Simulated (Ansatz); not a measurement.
**SnO: response to strain**

SnO is deformed so: equal xx and yy strain of +2 %. What stress and forces result, by LAPW, PAW and all-electron datasets made for the crystal?

Program: Ansatz 0.2.0. Level of theory: DFT LDA, scalar-relativistic. These are calculated values, not measurements.

**1. Starting point**

It takes space group P4/nmm (No. 129, tetragonal). Conventional cell: a = 3.802 Å, b = 3.802 Å, c = 4.836 Å, α = 90.00°, β = 90.00°, γ = 90.00°. Sn (site symmetry 4mm) has 4 O at 2.22 Å as nearest neighbours. O (site symmetry -4m2) has 4 Sn at 2.22 Å as nearest neighbours.

Structure file:

```cif
data_structure
_symmetry_space_group_name_H-M 'P 1'
_symmetry_Int_Tables_number 1
_cell_length_a 3.8020
_cell_length_b 3.8020
_cell_length_c 4.8360
_cell_angle_alpha 90.000
_cell_angle_beta 90.000
_cell_angle_gamma 90.000
_cell_volume 69.91
loop_
_atom_site_label
_atom_site_type_symbol
_atom_site_fract_x
_atom_site_fract_y
_atom_site_fract_z
_atom_site_occupancy
Sn1 Sn 0.00000 0.50000 0.23850 1
Sn2 Sn 0.50000 0.00000 0.76150 1
O1 O 0.00000 0.00000 0.00000 1
O2 O 0.50000 0.50000 0.00000 1
```

Atoms are numbered in the order of the input: Sn1, Sn2, O3, O4.

**2. After the deformation**

Space group P4/nmm before, P4/nmm after.

**3. All-electron LAPW**

The input, input.yaml:

```yaml
crystal:
  lattice:
    - [3.87804, 0.0, 0.0]
    - [0.0, 3.87804, 0.0]
    - [0.0, 0.0, 4.836]
  atoms:
    - { symbol: Sn, position: [0.0, 0.5, 0.2385] }
    - { symbol: Sn, position: [0.5, 0.0, 0.7615] }
    - { symbol: O, position: [0.0, 0.0, 0.0] }
    - { symbol: O, position: [0.5, 0.5, 0.0] }
kpoints:
  mp_grid: { grid: [6, 6, 5] }
  band_path:
    path:
      - [0.0, 0.0, 0.0]
      - [0.0, 0.5, 0.0]
      - [0.5, 0.5, 0.0]
      - [0.0, 0.0, 0.0]
      - [0.0, 0.0, 0.5]
      - [0.0, 0.5, 0.5]
      - [0.5, 0.5, 0.5]
      - [0.0, 0.0, 0.5]
      - [0.0, 0.5, 0.0]
    npoints: 5
scf:
  occupations: { method: fermi_dirac, width: 0.02 }
hamiltonian:
  xc: lda
  pseudopotentials: { kind: all_electron, lapw: { basis_error: 0.0005 } }
output:
  forces: true
  stress: true
  eigenvalues: true
```

The run is started by

```sh
ansatz run input.yaml --threads 1 --pin off --max-ram 4096MiB --backend cpu --events-out ev --progress --plain --runs-dir out
```

What it wrote, cut to the lines that bear on the results:

```text
LAPW: plane waves up to 9.730 Å⁻¹, error target 5.0e-4 eV per atom; small_component_spin mean_spin; O in spheres of 1.004 Å, 8 of its electrons in bands, Dirac shells []; Sn in spheres of 1.252 Å, 32 of its electrons in bands, Dirac shells []
[...]
Pseudopotentials: kind: all_electron
Pseudopotential: Sn, LAPW, valence charge 32, Koelling and Harmon's equation, gaussian nucleus
Pseudopotential: O, LAPW, valence charge 8, Koelling and Harmon's equation, gaussian nucleus
Functional definition: SPW92
[...]
Crystal: 4 atoms, lattice volume = 72.730 Å³
Basis set: ecut = 360.6876152017261 eV, 1111 PW (Γ), exchange–correlation at level 2
Bands: 48, of which v1, the nominal top of the filled ones, is band 40 counted from 1 (39 counted from 0)
Symmetry: 16 space group operations
Space group: P4/nmm (ITA 129), of the structure as read, at distance tolerance 4.2e-5 Å
k-points: 30 of 180
[...]
SCF iter   1: F=—  HF=-339966.153277 eV  |F-HF|=—  |Δ(HF+E_count)|=         —  Δρ=8.38e-2  dr2=7.48e0  ethr=9.35e-3  ⟨swp⟩=2.0  Hψ=8412  notcnv=0
[...]
the basis was enlarged: its passes take 592.5 KiB over the memory plan, 1 of 1 planned eigensolver slots
[...]
SCF iter  11: F=-339962.483426 eV  HF=-339962.483426 eV  |F-HF|=1.62e-8  |Δ(HF+E_count)|=   7.11e-8  Δρ=5.44e-6  dr2=2.77e-8  ethr=5.71e-10  ⟨swp⟩=2.0  Hψ=4104  notcnv=0
[...]
NSCF: frozen V_eff on 41 k-points
SCF converged after 11 iterations
Free energy (F): -339962.483426 eV
[...]
E sigma→0 (E₀):  -339962.483425 eV
Entropy (-TS):   -0.000002 eV (-0.001 meV/atom)
Fermi energy:    11.170715 eV
[...]
--- Forces (eV/Å), atoms counted from 1 ---
  atom   1  Sn     0.00000000     0.00000000    -0.65795568
  atom   2  Sn     0.00000000     0.00000000     0.65795568
  atom   3  O      0.00000000     0.00000000     0.00000000
  atom   4  O      0.00000000     0.00000000    -0.00000000
[...]
--- Stress (GPa, compression-positive) ---
       -7.208871       0.000000       0.000000
        0.000000      -7.208871       0.000000
        0.000000       0.000000      -4.813907
  P = ⅓ Tr σ = -6.4105 GPa (-64.105 kbar)
--- Band table (eV; the first three rows and the last of 30) ---
[...]
```

It took 57 s on 1 thread of Arm Neoverse V2, shared host; peak memory 0.51 GiB.

In short: pressure -6.41 GPa; gap 0.31 eV, indirect from M–Γ to M; largest force 0.658 eV/Å.

**4. PAW on the default files**

The input, input.yaml:

```yaml
crystal:
  lattice:
    - [3.87804, 0.0, 0.0]
    - [0.0, 3.87804, 0.0]
    - [0.0, 0.0, 4.836]
  atoms:
    - { symbol: Sn, position: [0.0, 0.5, 0.2385] }
    - { symbol: Sn, position: [0.5, 0.0, 0.7615] }
    - { symbol: O, position: [0.0, 0.0, 0.0] }
    - { symbol: O, position: [0.5, 0.5, 0.0] }
kpoints:
  mp_grid: { grid: [6, 6, 5] }
scf:
  occupations: { method: fermi_dirac, width: 0.02 }
hamiltonian:
  xc: lda
  pseudopotentials: { kind: paw }
output:
  forces: true
  stress: true
  eigenvalues: true
  efg: { contact_densities: true }
```

The run is started by

```sh
ansatz run input.yaml --threads 1 --pin off --max-ram 4096MiB --backend cpu --events-out ev --progress --plain --runs-dir out
```

What it wrote:

```text
Sn: output.efg is read without spin–orbit coupling, which moves field gradients at and beside such atoms by some per cent and up to a factor of two; PAW files take it under magnetization.noncollinear and magnetization.spin_orbit
Engine: ansatz 0.2.0
Pseudopotentials: kind: paw
Pseudopotential: Sn, paw, valence charge 14, recommended cutoff 420 eV (normal)
Pseudopotential: O, paw, valence charge 6, recommended cutoff 420 eV (normal)
Functional definition: SPW92
  exchange = slater_x
  correlation = pw_c
Crystal: 4 atoms, lattice volume = 72.730 Å³
Basis set: ecut = 420 eV, 1433 PW (Γ)
Bands: 24, of which v1, the nominal top of the filled ones, is band 20 counted from 1 (19 counted from 0)
Symmetry: 16 space group operations
Space group: P4/nmm (ITA 129), of the structure as read, at distance tolerance 4.2e-5 Å
k-points: 30 of 180
Non-local potential: Sn, projectors of the file, l = 0: 2, l = 1: 2, l = 2: 2, l = 3: 2
Non-local potential: O, projectors of the file, l = 0: 2, l = 1: 2, l = 2: 1
PAW form: soft (Blöchl's): semilocal exchange-correlation on the pseudo side does not see the compensation charge
PAW frozen core: Sn, regenerated for the run's functional, and the local potential with it (the file was generated under x = pbe(κ = 0.804, μ = 0.2195149727645171), c = pbe(β = 0.06672455060314922))
PAW frozen core: O, regenerated for the run's functional, and the local potential with it (the file was generated under x = pbe(κ = 0.804, μ = 0.2195149727645171), c = pbe(β = 0.06672455060314922))
PAW one-centre angular grid: Sn, 590 points (default); XC on 64 Gauss nodes
PAW one-centre angular grid: O, 110 points (default); XC on 64 Gauss nodes
Initial density: superposition of atomic densities (neutral atoms: chi_scale 0, normalization atom), corrected by the library's trained network
Initial wavefunctions: pseudopotential atomic-orbital guess
Functional: x = slater, c = lda
SCF iter   1: F=—  HF=-12869.741179 eV  |F-HF|=—  |Δ(HF+E_count)|=         —  Δρ=1.49e-2  dr2=1.38e-1  ethr=1.77e-3  ⟨swp⟩=6.1  Hψ=3303  notcnv=0
preconditioner: auto → Resta (q_TF=auto, 2.470 Å⁻¹)  ε∞=3.4  [insulator: Δε(μ)=0.245 eV  Ē_g=17.658 eV  σ=0.020 eV  W_gap=1.00  n_scr=18 (ndim 8)  ℏωp=27.5 eV  f_vac=0.020  D(μ)=0.01/eV (n_scr^D=0)  ε∞_Penn≈3.4]
SCF iter   2: F=—  HF=-12869.711636 eV  |F-HF|=—  |Δ(HF+E_count)|=   2.95e-2  Δρ=6.18e-3  dr2=2.14e-2  ethr=3.44e-4  ⟨swp⟩=2.1  Hψ=1315  notcnv=0
SCF iter   3: F=—  HF=-12869.706757 eV  |F-HF|=—  |Δ(HF+E_count)|=   4.88e-3  Δρ=1.98e-3  dr2=1.98e-3  ethr=5.36e-5  ⟨swp⟩=2.0  Hψ=1069  notcnv=0
SCF iter   4: F=—  HF=-12869.706088 eV  |F-HF|=—  |Δ(HF+E_count)|=   6.69e-4  Δρ=3.82e-4  dr2=1.00e-4  ethr=4.96e-6  ⟨swp⟩=3.0  Hψ=1409  notcnv=0
SCF iter   5: F=—  HF=-12869.706066 eV  |F-HF|=—  |Δ(HF+E_count)|=   2.15e-5  Δρ=6.07e-5  dr2=3.73e-6  ethr=2.51e-7  ⟨swp⟩=2.7  Hψ=998  notcnv=0
SCF iter   6: F=—  HF=-12869.706070 eV  |F-HF|=—  |Δ(HF+E_count)|=   3.35e-6  Δρ=1.56e-5  dr2=2.30e-7  ethr=9.31e-9  ⟨swp⟩=2.3  Hψ=1267  notcnv=0
SCF iter   7: F=-12869.706070 eV  HF=-12869.706070 eV  |F-HF|=1.20e-8  |Δ(HF+E_count)|=   2.11e-9  Δρ=4.53e-6  dr2=1.72e-8  ethr=2.50e-10  ⟨swp⟩=6.3  Hψ=3235  notcnv=0
SCF 1 converged in 7 iterations: F = -12869.706070 eV  dr2 = 1.72e-8
SCF converged after 7 iterations
Free energy (F): -12869.706070 eV
Harris-Foulkes:  -12869.706070 eV  (|F-HF|=1.20e-8)
Internal energy: -12869.706067 eV  (E = F + TS)
E sigma→0 (E₀):  -12869.706068 eV
Entropy (-TS):   -0.000002 eV (-0.001 meV/atom)
Fermi energy:    8.950599 eV
--- Per-component energies (eV) ---
  E_band       = -214.005998
  E_kinetic    = 720.839984
  E_local      = -2718.278057  (includes V_loc(G=0)·N_el)
  E_nonlocal   = 44.227056
  E_hartree    = 1451.865813
  E_xc         = -902.189465
  E_vxc        = -382.535186  (∫ρ·V_xc dr)
  E_paw        = -8282.904510  (= ΣΔE_a)
  E_vpaw       = -781.999666  (= ΣTr[D̂ρ^β])
  E_aug_tail   = 0.004864  (compensation charges beyond the density's cutoff)
  E_ewald      = -3184.315392
  E_core_change = 1.043639  (= ΣΔE_core)
  E_smearing   = -0.000002  (= −TS)
  E_closure    = 0.000000  (closes the sum)
  Σ components = -12869.706070   (vs F -12869.706070, Δ=0.00e0)
--- Forces (eV/Å), atoms counted from 1 ---
  atom   1  Sn     0.00000000     0.00000000    -0.65673734
  atom   2  Sn     0.00000000     0.00000000     0.65673734
  atom   3  O      0.00000000     0.00000000     0.00000000
  atom   4  O      0.00000000     0.00000000     0.00000000
  max |Σ_I F_I| component: 2.78e-16 eV/Å
--- Stress (GPa, compression-positive) ---
       -7.190020       0.000000       0.000000
        0.000000      -7.190020       0.000000
        0.000000       0.000000      -4.810894
  P = ⅓ Tr σ = -6.3970 GPa (-63.970 kbar)
--- PAW observables at the nuclei: V_zz in 10²¹ V/m², potentials from the cell's mean, atoms counted from 1 ---
  atom   1  Sn V_zz =   -15.556124   η = 0.0000   by run symmetry: allowed
            electrostatic potential = -8172.085748 V   contact ρ = 1231504.563628 e/Å³
  atom   2  Sn V_zz =   -15.556124   η = 0.0000   by run symmetry: allowed
            electrostatic potential = -8172.085748 V   contact ρ = 1231504.563628 e/Å³
  atom   3  O  V_zz =    -0.297287   η = 0.0000   by run symmetry: allowed
            electrostatic potential = -624.603169 V   contact ρ = 2127.181233 e/Å³
  atom   4  O  V_zz =    -0.297287   η = 0.0000   by run symmetry: allowed
            electrostatic potential = -624.603169 V   contact ρ = 2127.181233 e/Å³
--- Band table (eV; the first three rows and the last of 30) ---
  k-point 0: bands = ["-12.7192", "-12.3669", "-12.3669", "-12.3597", "-12.3278", "-12.3182", "-12.2743", "-12.2681", "-12.2529", "-12.2529", "-10.5339", "-8.0690", "1.5993", "2.4232", "3.0127", "3.0127", "5.7618", "5.9927", "5.9927", "8.7866", "10.8824", "13.2722", "13.5191", "13.5191"]
  k-point 1: bands = ["-12.7137", "-12.3651", "-12.3588", "-12.3588", "-12.3235", "-12.3131", "-12.2786", "-12.2723", "-12.2621", "-12.2621", "-10.5207", "-8.0693", "0.7612", "3.0539", "3.0539", "3.6303", "5.7351", "5.9867", "5.9867", "8.5025", "10.5090", "12.6359", "12.6359", "13.1771"]
  k-point 2: bands = ["-12.7044", "-12.3743", "-12.3409", "-12.3409", "-12.3137", "-12.3003", "-12.2885", "-12.2838", "-12.2817", "-12.2817", "-10.4991", "-8.0697", "0.1399", "3.1226", "3.1226", "5.2460", "5.6923", "5.9762", "5.9762", "7.4359", "10.3796", "11.9210", "11.9210", "12.5447"]
  k-point 29: bands = ["-12.6293", "-12.6293", "-12.3334", "-12.3334", "-12.3095", "-12.3095", "-12.2789", "-12.2789", "-12.2512", "-12.2512", "-8.9294", "-8.9294", "0.2458", "0.2458", "3.7432", "3.7432", "6.3673", "6.3673", "6.6466", "6.6466", "10.9922", "10.9922", "13.3815", "13.3815"]
```

It took 3.8 s on 1 thread of Arm Neoverse V2, shared host; peak memory 0.37 GiB.

Result: pressure -6.40 GPa; gap on the k mesh 0.33 eV; largest force 0.657 eV/Å; Vzz Sn1 -15.56 (η = 0.00), O3 -0.30 (η = 0.00) (10²¹ V/m²).

**5. All-electron PAW on datasets made for the crystal**

input.yaml, as its differences from that of step 4:

```diff
@@ -16,3 +16,3 @@
   xc: lda
-  pseudopotentials: { kind: paw }
+  pseudopotentials: { kind: all_electron, datasets: crystal }
 output:
```

The run is started by

```sh
ansatz run input.yaml --threads 1 --pin off --max-ram 4096MiB --backend cpu --events-out ev --progress --plain --runs-dir out
```

What it wrote:

```text
hamiltonian.pseudopotentials.datasets: crystal makes datasets for this crystal and solves the spheres of its atoms anew in each pass: cutoff 340.0 eV, the density's 1360.0 eV; for an error of 0.50 meV an atom under PBE, 2.0 meV for the cell; an energy difference from a run of another recipe may be off by several times the error for the cell, under r2SCAN by more, where some 0.1 meV an atom stays at smaller errors; O in spheres of 1.021 Å, 6 of its electrons in bands; Sn in spheres of 1.233 Å, 14 of its electrons in bands, 8 on its site; only band paths and densities of states list, in semicore columns, the levels of the semicore shells that are solved separately: 4s of Sn, 4p of Sn
Sn: output.efg is read without spin–orbit coupling, which moves field gradients at and beside such atoms by some per cent and up to a factor of two; PAW files take it under magnetization.noncollinear and magnetization.spin_orbit
Engine: ansatz 0.2.0
Pseudopotentials: kind: all_electron
Pseudopotential: Sn, paw, valence charge 22, recommended cutoff 340 eV (normal), Koelling and Harmon's equation, gaussian nucleus
Pseudopotential: O, paw, valence charge 6, recommended cutoff 340 eV (normal), Koelling and Harmon's equation, gaussian nucleus
Functional definition: SPW92
  exchange = slater_x
  correlation = pw_c
Crystal: 4 atoms, lattice volume = 72.730 Å³
Basis set: ecut = 340 eV, 1019 PW (Γ)
Bands: 24, of which v1, the nominal top of the filled ones, is band 20 counted from 1 (19 counted from 0)
Symmetry: 16 space group operations
Space group: P4/nmm (ITA 129), of the structure as read, at distance tolerance 4.2e-5 Å
k-points: 30 of 180
Non-local potential: Sn, projectors of the file, l = 0: 1, l = 1: 1, l = 2: 2
Non-local potential: O, projectors of the file, l = 0: 1, l = 1: 2
PAW form: soft (Blöchl's): semilocal exchange-correlation on the pseudo side does not see the compensation charge
PAW one-centre angular grid: Sn, 590 points (default); XC on its mesh's 1827 points in the sphere
PAW one-centre angular grid: O, 110 points (default); XC on its mesh's 1951 points in the sphere
Initial density: superposition of atomic densities (neutral atoms: chi_scale 0, normalization atom)
Initial wavefunctions: pseudopotential atomic-orbital guess
Functional: x = slater, c = lda
iter 1 solved again at ethr=3.30e-2 eV; its pass at ethr=1.00e-1 eV (dr2=1.32e1 eV) is discarded
SCF iter   1: F=—  HF=-339965.818009 eV  |F-HF|=—  |Δ(HF+E_count)|=         —  Δρ=1.26e-1  dr2=1.34e1  ethr=3.30e-2  ⟨swp⟩=2.1  Hψ=3326  notcnv=0
preconditioner: auto → Resta (q_TF=auto, 2.470 Å⁻¹)  ε∞=3.3  [insulator: Δε(μ)=1.371 eV  Ē_g=17.969 eV  σ=0.020 eV  W_gap=1.00  n_scr=18 (ndim 8)  ℏωp=27.5 eV  f_vac=0.000  D(μ)=0.00/eV (n_scr^D=0)  ε∞_Penn≈3.3]
iter 2 solved again at ethr=2.70e-3 eV; its pass at ethr=3.30e-2 eV (dr2=1.08e0 eV) is discarded
SCF iter   2: F=—  HF=-339962.890944 eV  |F-HF|=—  |Δ(HF+E_count)|=    2.93e0  Δρ=5.59e-2  dr2=1.10e0  ethr=2.70e-3  ⟨swp⟩=2.4  Hψ=3304  notcnv=0  defer=3
SCF iter   3: F=—  HF=-339962.556517 eV  |F-HF|=—  |Δ(HF+E_count)|=   3.34e-1  Δρ=1.84e-2  dr2=2.24e-1  ethr=2.70e-3  ⟨swp⟩=3.3  Hψ=1799  notcnv=0  defer=1
SCF iter   4: F=—  HF=-339962.482688 eV  |F-HF|=—  |Δ(HF+E_count)|=   7.38e-2  Δρ=5.25e-3  dr2=1.36e-2  ethr=5.59e-4  ⟨swp⟩=3.1  Hψ=1832  notcnv=0  defer=2
SCF iter   5: F=—  HF=-339962.484086 eV  |F-HF|=—  |Δ(HF+E_count)|=   1.40e-3  Δρ=1.44e-3  dr2=9.23e-4  ethr=3.40e-5  ⟨swp⟩=3.2  Hψ=1541  notcnv=0  defer=2
SCF iter   6: F=—  HF=-339962.484044 eV  |F-HF|=—  |Δ(HF+E_count)|=   4.22e-5  Δρ=3.81e-4  dr2=1.48e-4  ethr=2.31e-6  ⟨swp⟩=3.1  Hψ=1796  notcnv=0  defer=1
SCF iter   7: F=—  HF=-339962.484044 eV  |F-HF|=—  |Δ(HF+E_count)|=   4.37e-7  Δρ=1.79e-4  dr2=2.92e-5  ethr=3.69e-7  ⟨swp⟩=2.1  Hψ=1331  notcnv=0  defer=1
SCF iter   8: F=—  HF=-339962.484039 eV  |F-HF|=—  |Δ(HF+E_count)|=   4.96e-6  Δρ=2.90e-5  dr2=7.09e-7  ethr=7.29e-8  ⟨swp⟩=3.0  Hψ=1487  notcnv=0
SCF iter   9: F=—  HF=-339962.484039 eV  |F-HF|=—  |Δ(HF+E_count)|=   1.27e-7  Δρ=1.64e-5  dr2=2.18e-7  ethr=1.77e-9  ⟨swp⟩=3.2  Hψ=1933  notcnv=0
SCF iter  10: F=-339962.484039 eV  HF=-339962.484039 eV  |F-HF|=2.28e-8  |Δ(HF+E_count)|=   2.74e-8  Δρ=5.54e-6  dr2=2.98e-8  ethr=5.45e-10  ⟨swp⟩=2.3  Hψ=1336  notcnv=0  defer=1
SCF 1 converged in 10 iterations: F = -339962.484037 eV  dr2 = 2.98e-8
  Residual-converged pass: ⟨swp⟩=3.9  Hψ=1862  notcnv=0  max |occ|·‖R‖ = 6.6e-6 eV (tolerance 6.7e-6 eV)  dr2=2.66e-8  dr2_onsite=7.49e-9  max |Δocc| = 1.8e-13
SCF converged after 10 iterations
Free energy (F): -339962.484037 eV
Harris-Foulkes:  -339962.484037 eV  (|F-HF|=2.28e-8)
Internal energy: -339962.484035 eV  (E = F + TS)
E sigma→0 (E₀):  -339962.484036 eV
Entropy (-TS):   -0.000002 eV (-0.001 meV/atom)
Past the cutoff: the bands carry plane waves up to 1.75 times it, of which those up to 1.5 times it add -0.000194 eV an atom, each by itself; the spheres take 0.000412 eV an atom off the energy for waves past 1.75 times it
By the cutoff:   a pressure is off by up to 0.009 GPa (1.2 times the spheres' own share and the shells' term, over an atom's volume, and 0.004 GPa: a bound that held against runs at twice the plane waves)
Past the cutoffs: a stress includes 0.0024 GPa for waves and charges beyond them, in addition to the slope of what the spheres take
In the spheres:  the bands' charges fall short by 7.7e-7 e at most (sound up to 1e-3), those of shells solved beside the bands by 1.0e-7 e (sound up to 5e-4)
Fermi energy:    11.170721 eV
--- Per-component energies (eV) ---
  The terms above E_closure are by the made datasets' own strengths, without shells solved beside the bands.
--- Forces (eV/Å), atoms counted from 1 ---
  atom   1  Sn     0.00000000     0.00000000    -0.65794151
  atom   2  Sn     0.00000000     0.00000000     0.65794151
  atom   3  O     -0.00000000     0.00000000    -0.00000000
  atom   4  O     -0.00000000     0.00000000    -0.00000000
  max |Σ_I F_I| component: 1.39e-17 eV/Å
--- Stress (GPa, compression-positive) ---
       -7.210554       0.000000       0.000000
        0.000000      -7.210554       0.000000
        0.000000       0.000000      -4.814869
  P = ⅓ Tr σ = -6.4120 GPa (-64.120 kbar)
  It holds what live shells' own plane waves past their cutoff add
--- PAW observables at the nuclei: V_zz in 10²¹ V/m², potentials from the cell's mean, atoms counted from 1 ---
  atom   1  Sn V_zz =   -15.450060   η = 0.0000   by run symmetry: allowed
            electrostatic potential = -8168.016709 V   contact ρ = 1231387.159708 e/Å³
  atom   2  Sn V_zz =   -15.450060   η = -0.0000   by run symmetry: allowed
            electrostatic potential = -8168.016709 V   contact ρ = 1231387.159708 e/Å³
  atom   3  O  V_zz =    -0.281443   η = 0.0000   by run symmetry: allowed
            electrostatic potential = -622.576302 V   contact ρ = 2127.695531 e/Å³
  atom   4  O  V_zz =    -0.281443   η = 0.0000   by run symmetry: allowed
            electrostatic potential = -622.576302 V   contact ρ = 2127.695531 e/Å³
--- Band table (eV; the first three rows and the last of 30) ---
  k-point 0: bands = ["-10.4880", "-10.1376", "-10.1376", "-10.1268", "-10.0934", "-10.0888", "-10.0396", "-10.0387", "-10.0233", "-10.0233", "-8.3137", "-5.8463", "3.8193", "4.6435", "5.2320", "5.2320", "7.9818", "8.2119", "8.2119", "11.0061", "13.1038", "15.4884", "15.7405"]
  k-point 1: bands = ["-10.4825", "-10.1323", "-10.1295", "-10.1295", "-10.0891", "-10.0837", "-10.0439", "-10.0429", "-10.0324", "-10.0324", "-8.3005", "-5.8466", "2.9811", "5.2730", "5.2730", "5.8511", "7.9548", "8.2065", "8.2065", "10.7227", "12.7288", "14.8551", "14.8551"]
  k-point 2: bands = ["-10.4731", "-10.1415", "-10.1114", "-10.1114", "-10.0793", "-10.0709", "-10.0544", "-10.0538", "-10.0521", "-10.0521", "-8.2789", "-5.8470", "2.3597", "5.3417", "5.3417", "7.4680", "7.9119", "8.1963", "8.1963", "9.6562", "12.5978", "14.1395", "14.1395"]
  k-point 29: bands = ["-10.4011", "-10.4011", "-10.0991", "-10.0991", "-10.0764", "-10.0764", "-10.0494", "-10.0494", "-10.0215", "-10.0215", "-6.7076", "-6.7076", "2.4654", "2.4654", "5.9622", "5.9622", "8.5861", "8.5861", "8.8661", "8.8661", "13.2129", "13.2129", "15.6021"]
```

It took 10 s on 1 thread of Arm Neoverse V2, shared host; peak memory 0.6 GiB.

In short: pressure -6.41 GPa; gap on the k mesh 0.33 eV; largest force 0.658 eV/Å; Vzz Sn1 -15.45 (η = 0.00), O3 -0.28 (η = 0.00) (10²¹ V/m²).

**6. Stress and forces compared**

Stress (GPa, compression positive):

| method | xx | yy | zz | yz | xz | xy |
| --- | --- | --- | --- | --- | --- | --- |
| LAPW | -7.21 | -7.21 | -4.81 | 0.00 | 0.00 | 0.00 |
| PAW | -7.19 | -7.19 | -4.81 | 0.00 | 0.00 | 0.00 |
| crystal datasets | -7.21 | -7.21 | -4.81 | 0.00 | 0.00 | 0.00 |

Forces (eV/Å):

| atom | LAPW x | LAPW y | LAPW z | PAW x | PAW y | PAW z | crystal datasets x | crystal datasets y | crystal datasets z |
| --- | --- | --- | --- | --- | --- | --- | --- | --- | --- |
| Sn1 | 0.000 | 0.000 | -0.658 | 0.000 | 0.000 | -0.657 | 0.000 | 0.000 | -0.658 |
| Sn2 | 0.000 | 0.000 | 0.658 | 0.000 | 0.000 | 0.657 | 0.000 | 0.000 | 0.658 |
| O3 | 0.000 | 0.000 | 0.000 | 0.000 | 0.000 | 0.000 | 0.000 | 0.000 | 0.000 |
| O4 | 0.000 | 0.000 | 0.000 | 0.000 | 0.000 | 0.000 | 0.000 | 0.000 | 0.000 |

| method | pressure (GPa) | gap on the k mesh (eV) | largest force (eV/Å) | Vzz Sn1 (10²¹ V/m²) | Vzz O3 (10²¹ V/m²) | SCF cycles, all passes |
| --- | --- | --- | --- | --- | --- | --- |
| LAPW | -6.41 | 0.33 | 0.658 | – | – | 11 |
| PAW | -6.40 | 0.33 | 0.657 | -15.56 | -0.30 | 7 |
| crystal datasets | -6.41 | 0.33 | 0.658 | -15.45 | -0.28 | 10 |

**7. Results**

```
                                 quantity                                              value
                                 pressure  LAPW -6.41, PAW -6.40, crystal datasets -6.41 GPa
largest shear or deviatoric stress (LAPW)                                           1.60 GPa
```

What this shows: The largest part of the stress beyond the pressure is 1.60 GPa in size, in the zz component; the atoms are carried along and not relaxed. No run of the undeformed cell stands beside it, so the pressure holds what the given cell had before the change. PAW: stress within 0.02 GPa of LAPW, forces within 1 meV/Å. Crystal datasets: stress within 0.01 GPa of LAPW, forces within 1 meV/Å.
